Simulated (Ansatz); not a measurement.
# SiNH4O2 (SMILES N[Si](O)O): UPBE-QIDH/cc-pVDZ

What is the electronic atomisation energy of SiNH4O2 at UPBE-QIDH/cc-pVDZ? 

The calculation is run with Ansatz 0.2.0.

68 further runs of the same task are left out: 68 set aside as unsound or not needed.

## 1. Starting point

SiNH4O2 has 8 atoms, charge 0, and is taken as a doublet. As SMILES, `N[Si](O)O`. The shape is that of a PBE0-D4/def2-TZVP optimisation. This is one conformer, not always the lowest.

Bond lengths: N1–Si2 1.700 Å, Si2–O3 1.651 Å, Si2–O4 1.651 Å, N1–H5 1.006 Å, N1–H6 1.006 Å, O3–H7 0.958 Å, O4–H8 0.958 Å. Angles: N1–Si2–O3 104.3°, N1–Si2–O4 104.3°, O3–Si2–O4 116.1°, Si2–N1–H5 120.9°, Si2–N1–H6 120.9°, Si2–O3–H7 115.7°, Si2–O4–H8 115.7°, H5–N1–H6 112.9°.

## 2. A single-point energy at UPBE-QIDH/cc-pVDZ

File input.yaml:

```yaml
crystal:
  periodic: [false, false, false]
  atoms:
    - symbol: "N"
      position_ang: [-0.498000, 1.267000, 0.129300]
    - symbol: Si
      position_ang: [0.096000, -0.243600, -0.376000]
    - symbol: O
      position_ang: [1.641600, -0.288300, 0.202600]
    - symbol: O
      position_ang: [-0.956500, -1.334700, 0.277900]
    - symbol: H
      position_ang: [0.071200, 2.094000, 0.065100]
    - symbol: H
      position_ang: [-1.483600, 1.467400, 0.110500]
    - symbol: H
      position_ang: [2.250900, -0.848000, -0.280900]
    - symbol: H
      position_ang: [-1.029400, -2.171000, -0.184200]
basis:
  gaussian:
    orbitals: cc-pVDZ
hamiltonian:
  xc: {name: PBE-QIDH}
output: {orbitals: {seedname: orbitals}}
correlation:
  frozen_orbitals: {H: 0, "N": 1, O: 1, Si: 5}
accuracy: high
magnetization:
  spin_polarized: true
  initial_magnetization: 1
```

Started as:

```bash
ansatz run input.yaml --threads 1 --pin off --max-ram 3480MiB --events-out events.jsonl --progress --plain --runs-dir runs
```

Output:

```text
Warning: RAYON_NUM_THREADS=1 ignored (pool sized by the plan → 1); use --threads N
Functional definition: PBE-QIDH
  name "PBE-QIDH"
  parameter a = 3^(-1/3)
  parameter c = 1/3
  exchange = (1 - a)*pbe_x + a*exact_x
  correlation = (1 - c)*pbe_c + c*(mp2_os + mp2_ss)
1811 factors; integrals over basis functions are off by at most 3.9e-9 eV
mean field evaluation 1: about -13501.7972 eV, gradient 4.1e1 eV
mean field evaluation 2: about -13501.8096 eV, gradient 4.1e1 eV
mean field evaluation 4: about -13508.0610 eV, gradient 2.1e0 eV
mean field evaluation 8: about -13508.1040 eV, gradient 1.2e-1 eV
mean field evaluation 16: about -13508.1043 eV, gradient 1.9e-4 eV
mean field -13508.10429444 eV, -496.4136766986 hartree, gradient 8.4e-8 eV, S^2 0.753668; 0 other end points of the search recorded, 0 dependent functions left out
8 core orbitals not correlated: weight in the atoms' cores, before any rotation towards them, 1.000 or more for the frozen orbitals, at most 0.000 for the correlated occupied ones
reference -13508.10429546 eV, -496.4136767364 hartree; 13, 12 occupied and 59, 60 virtual orbitals, 1811 factors
second order -19.15590215 eV of doubles, -0.00000000 eV of singles
Total energy: -13514.48959618 eV, -496.6483322096 hartree
```

Run time: 12 s. Hardware: 1 thread of Arm Neoverse V1, shared host; peak memory 0.36 GiB.

## 3. The H atom, same level

File molecule.yaml:

```yaml
crystal:
  periodic: [false, false, false]
  atoms:
    - {symbol: H, position_ang: [0.000000, 0.000000, 0.000000]}
basis:
  gaussian: {orbitals: cc-pVDZ}
magnetization: {spin_polarized: true, initial_magnetization: 1}
hamiltonian: {xc: {name: PBE-QIDH}}
correlation: {frozen_orbitals: {H: 0}}
accuracy: high
```

Started as:

```bash
ansatz run molecule.yaml --threads 1 --pin off --max-ram 3480MiB --events-out events.jsonl --progress --plain --runs-dir runs
```

Output, cut to the lines that bear on the results:

```text
Warning: RAYON_NUM_THREADS=1 ignored (pool sized by the plan → 1); use --threads N
[... 6 set-up lines as earlier in the session ...]
15 factors; integrals over basis functions are off by at most 4.6e-8 eV
mean field evaluation 1: about -13.6204 eV, gradient 1.2e0 eV
mean field evaluation 2: about -13.6204 eV, gradient 1.2e0 eV
mean field evaluation 4: about -13.6394 eV, gradient 2.8e-4 eV
mean field evaluation 8: about -13.6394 eV, gradient 1.6e-9 eV
mean field -13.63943543 eV, -0.5012400069 hartree, gradient 2.1e-9 eV, S^2 0.750000; 0 other end points of the search recorded, 0 dependent functions left out
reference -13.63943598 eV, -0.5012400272 hartree; 1, 0 occupied and 4, 5 virtual orbitals, 15 factors
second order 0.00000000 eV of doubles, -0.00000000 eV of singles
Total energy: -13.63943598 eV, -0.5012400272 hartree
```

Run time: 0.12 s. Hardware: 1 thread of Arm Neoverse V1, shared host.

## 4. The N atom, same level

File in.yaml:

```yaml
basis:
  gaussian:
    orbitals: cc-pVDZ
crystal:
  periodic: [false, false, false]
  atoms:
    - {symbol: "N", position_ang: [0.000000, 0.000000, 0.000000]}
magnetization:
  spin_polarized: true
  initial_magnetization: 3
hamiltonian:
  xc: {name: PBE-QIDH}
correlation:
  frozen_orbitals: {"N": 1}
accuracy: high
```

Run the same way, it converges to -54.52088 Eh (log not shown).

## 5. The O atom

File run.yaml:

```yaml
crystal:
  periodic: [false, false, false]
  atoms:
    - {symbol: O, position_ang: [0.000000, 0.000000, 0.000000]}
basis:
  gaussian: {orbitals: cc-pVDZ}
hamiltonian: {xc: {name: PBE-QIDH}}
accuracy: high
magnetization: {spin_polarized: true, initial_magnetization: 2}
correlation: {frozen_orbitals: {O: 1}}
```

Run the same way, it converges to -74.97250 Eh (log not shown).

## 6. The Si atom at the same level

File in.yaml:

```yaml
crystal:
  periodic: [false, false, false]
  atoms:
    - {symbol: Si, position_ang: [0.000000, 0.000000, 0.000000]}
basis:
  gaussian: {orbitals: cc-pVDZ}
hamiltonian: {xc: {name: PBE-QIDH}}
accuracy: high
correlation: {frozen_orbitals: {Si: 5}}
magnetization: {spin_polarized: true, initial_magnetization: 2}
```

Started as:

```bash
ansatz run in.yaml --threads 1 --pin off --max-ram 3480MiB --events-out events.jsonl --progress --plain --runs-dir runs
```

Output, cut to the lines that bear on the results:

```text
Warning: RAYON_NUM_THREADS=1 ignored (pool sized by the plan → 1); use --threads N
[... 2 set-up lines as earlier in the session ...]
[...]
144 factors; integrals over basis functions are off by at most 3.2e-9 eV
[...]
mean field -7867.81820065 eV, -289.1369858752 hartree, gradient 2.7e-8 eV, S^2 2.007466; 0 other end points of the search recorded, 0 dependent functions left out
5 core orbitals not correlated: weight in the atoms' cores, before any rotation towards them, 1.000 or more for the frozen orbitals, at most 0.000 for the correlated occupied ones
reference -7867.81820124 eV, -289.1369858969 hartree; 3, 1 occupied and 10, 12 virtual orbitals, 144 factors
second order -1.43785101 eV of doubles, -0.00000000 eV of singles
Total energy: -7868.29748491 eV, -289.1545992469 hartree
```

Wall time 0.68 s (1 thread of Arm Neoverse V1, shared host).

## 7. Summary of results

Level: UPBE-QIDH/cc-pVDZ, 8 core orbitals frozen.

| quantity | value |
| --- | --- |
| molecule: total energy | -496.64833 Eh |
| molecule: HOMO energy (SCF part's orbitals) (highest over α and β) | -7.16 eV |
| molecule: LUMO energy (SCF part's orbitals) (lowest over α and β) | 0.73 eV |
| molecule: ⟨S²⟩ | 0.754 |
| H atom: total energy | -0.50124 Eh |
| H atom: ⟨S²⟩ | 0.750 |
| N atom: total energy | -54.52088 Eh |
| N atom: ⟨S²⟩ | 3.753 |
| O atom: total energy | -74.97250 Eh |
| O atom: ⟨S²⟩ | 2.003 |
| Si atom: total energy | -289.15460 Eh |
| Si atom: ⟨S²⟩ | 2.007 |
| electronic atomisation energy | 27.835 eV |

**Reading.** Taking the molecule apart into free atoms costs 27.83 eV (642 kcal/mol), before zero-point energy and without spin-orbit coupling.
